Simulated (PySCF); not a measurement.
# [FeCl3]-: quintet, from a trigonal planar start

The task is one start of a wider search on [FeCl3]-: the quintet, from a trigonal planar start. It is relaxed, tested by its Hessian and followed downhill if it is a saddle.

Program: PySCF 2.14.0. Level of theory: PBE, basis Fe def2-SVPD, Cl def2-SVPD, no relativity, density fitting. These are calculated values, not measurements.

## 1. The system as given

4 atoms, charge -1, spin multiplicity 5.

Bond lengths: Fe1–Cl2 2.150 Å, Fe1–Cl3 2.150 Å, Fe1–Cl4 2.150 Å. Angles: Cl2–Fe1–Cl3 120.0°, Cl2–Fe1–Cl4 120.0°, Cl3–Fe1–Cl4 120.0°.

```xyz
4
charge -1 multiplicity 5
Fe    0.0000    0.0000    0.0000
Cl    2.1500    0.0000    0.0000
Cl   -1.0750    1.8620    0.0000
Cl   -1.0750   -1.8620    0.0000
```

## 2. Relaxation: trigonal planar start, quintet

The steps below are one call of a driver around PySCF. For each, scf.py gives the equivalent set-up of the SCF; relaxations use the driver's own optimiser. Before each start the driver seeks the lowest SCF state from one or more starting densities and follows internal instabilities, so scf.py alone need not reach the same state.

The program finds D3h symmetry in the start, which this walk keeps.

Contents of scf.py:

```python
from pyscf import gto, scf, dft
mol = gto.M(atom='''
Fe    -0.000000    -0.000000    -0.000000
Cl     2.150026    -0.000023    -0.000000
Cl    -1.074993     1.861989    -0.000000
Cl    -1.075033    -1.861966     0.000000''',
    basis={'Fe': 'def2-SVPD', 'Cl': 'def2-SVPD'},
    charge=-1, spin=4)
mf = dft.UKS(mol, xc='PBE')
mf.grids.atom_grid = (50, 194)
aux = {'Fe': 'def2-universal-JKFIT', 'Cl': 'def2-universal-JKFIT'}
mf = mf.density_fit(auxbasis=aux)
mf.kernel()
```

After this run come: Vibrations and properties at this point.

Q: Predict the outcome of this session. Wanted: minimum; geometry; wavenumbers; dipole moment; highest occupied, lowest empty level; polar-tensor charge of Fe1; zero-point energy; ⟨S²⟩.

As calculated:

```
                                          quantity                                     value
                                           minimum                              quintet, D3h
                                          geometry  Fe–Cl 2.245 Å (×3); Cl–Fe–Cl 120.0° (×3)
                                wavenumbers (cm⁻¹)  89 (e'), 106 (a2''), 279 (a1'), 353 (e')
                    dipole moment (centre of mass)                                    0.00 D
highest occupied, lowest empty level (either spin)                            -0.56, 0.47 eV
                        polar-tensor charge of Fe1                                   +1.04 e
                                 zero-point energy                                7.6 kJ/mol
                               entropy at 298.15 K                           352.5 J/(mol K)
                                              ⟨S²⟩                                     6.014
```

**Reading.** The molecule stays D3h, as typed, and the end point is a minimum. The strongest infrared band lies at 353 cm⁻¹ (e', stretch). Most of the spin sits on Fe1 (Mulliken spin 3.58, against 4 for the whole molecule). Other starts or spin states, not run here, may lie lower. Modes under about 90 cm⁻¹ are uncertain by tens of cm⁻¹. One determinant may miss the lowest occupation of an open d or f shell.
